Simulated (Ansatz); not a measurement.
# C₃F₆: up Jacob's ladder to CCSD(T)

An exercise on one series of results from a longer session: the logs are not shown, and one member is left open.

The runs use Ansatz 0.2.0, Gaussian basis; functionals in def2-TZVPP, the program's frozen cores in correlated methods.

Plan: LDA (SPW92), PBE-D4, revPBE-D4, BLYP-D4, r2SCAN-D4, B97M-V, PBE0-D4, B3LYP-D4, r2SCANh-D4, r2SCAN0-D4, HSE06-D4, BHLYP-D4, CAM-B3LYP-D4, LC-ωPBE, ωB97X-V, ωB97M-V, B2PLYP, PBE-QIDH; CCSD(T)/def2-SVP; MP2/def2-TZVPP; MP2/def2-QZVPP; RPA on PBE.

## The geometry

An earlier PBE0-D4 in a triple-zeta def2 set relaxation fixed the geometry.

SMILES `FC1(F)C(F)(F)C1(F)F`, 9 atoms, charge 0, spin multiplicity 1.

Atoms are counted from 1 here; the program's logs count them from 0.

Bond lengths: F1–C2 1.325 Å, C2–F3 1.325 Å, C2–C4 1.520 Å, C2–C7 1.520 Å, C4–F5 1.325 Å, C4–F6 1.325 Å, C4–C7 1.520 Å, C7–F8 1.325 Å, C7–F9 1.325 Å. Angles: F1–C2–F3 112.3°, F1–C2–C4 118.8°, F1–C2–C7 118.8°, F3–C2–C4 118.8°, F3–C2–C7 118.8°, C4–C2–C7 60.0°, C2–C4–F5 118.8°, C2–C4–F6 118.8°, C2–C4–C7 60.0°, F5–C4–F6 112.3°, F5–C4–C7 118.8°, F6–C4–C7 118.8°, C2–C7–C4 60.0°, C2–C7–F8 118.8°, C2–C7–F9 118.8°, C4–C7–F8 118.8°, C4–C7–F9 118.8°, F8–C7–F9 112.3°.

The first run:

Input file in.yaml:

```yaml
crystal:
  periodic: [false, false, false]
  atoms:
    - {symbol: F, position_ang: [1.954790, -0.172252, 0.085125]}
    - {symbol: C, position_ang: [0.724677, -0.356156, -0.370232]}
    - {symbol: F, position_ang: [0.696158, -1.130091, -1.444734]}
    - {symbol: C, position_ang: [-0.275084, 0.783234, -0.261067]}
    - {symbol: F, position_ang: [-1.143851, 0.966972, -1.243834]}
    - {symbol: F, position_ang: [0.114795, 1.924712, 0.286088]}
    - {symbol: C, position_ang: [-0.420098, -0.442509, 0.625601]}
    - {symbol: F, position_ang: [-1.410722, -1.289011, 0.388002]}
    - {symbol: F, position_ang: [-0.152164, -0.331199, 1.917951]}
basis:
  gaussian: {orbitals: def2-TZVPP}
hamiltonian: {xc: lda}
output: {orbitals: {seedname: orbitals}}
```

On the command line:

```bash
ansatz run in.yaml --threads 4 --pin off --events-out ev --progress --plain --max-ram 11315MiB
```

Steps of the session up to this table: LDA; PBE-D4 (GGA); revPBE-D4 (GGA); BLYP-D4 (GGA); r2SCAN-D4 (meta-GGA); B97M-V (meta-GGA); PBE0-D4 (hybrid); B3LYP-D4 (hybrid); r2SCANh-D4 (hybrid); r2SCAN0-D4 (hybrid); HSE06-D4 (hybrid); BHLYP-D4 (hybrid); CAM-B3LYP-D4 (range-separated); LC-ωPBE (range-separated); ωB97X-V (range-separated); ωB97M-V (range-separated); B2PLYP (double hybrid); PBE-QIDH (double hybrid).

One table of the session follows, with a row left open; its other results are not shown here.

It belongs to the step «Frontier levels by functional». 

| functional | HOMO (eV) | gap (eV) |
| --- | --- | --- |
| LDA (SPW92) | -7.93 | 6.04 |
| PBE-D4 | -7.68 | 6.20 |
| revPBE-D4 | ? | ? |
| BLYP-D4 | -7.66 | 6.36 |
| r2SCAN-D4 | -8.05 | 6.88 |
| B97M-V | -8.19 | 7.18 |
| PBE0-D4 | -9.42 | 9.12 |
| B3LYP-D4 | -9.23 | 8.68 |
| r2SCANh-D4 | -8.70 | 7.95 |
| r2SCAN0-D4 | -9.67 | 9.54 |
| HSE06-D4 | -9.01 | 8.32 |
| BHLYP-D4 | -11.16 | 12.22 |
| CAM-B3LYP-D4 | -10.99 | 11.92 |
| LC-ωPBE | -12.23 | 14.43 |
| ωB97X-V | -11.87 | 14.05 |
| ωB97M-V | -11.77 | 13.82 |

**Question.** Estimate the row for revPBE-D4.

The run gave: HOMO (eV): -7.57; gap (eV): 6.25. In the column «HOMO (eV)» it is the highest.
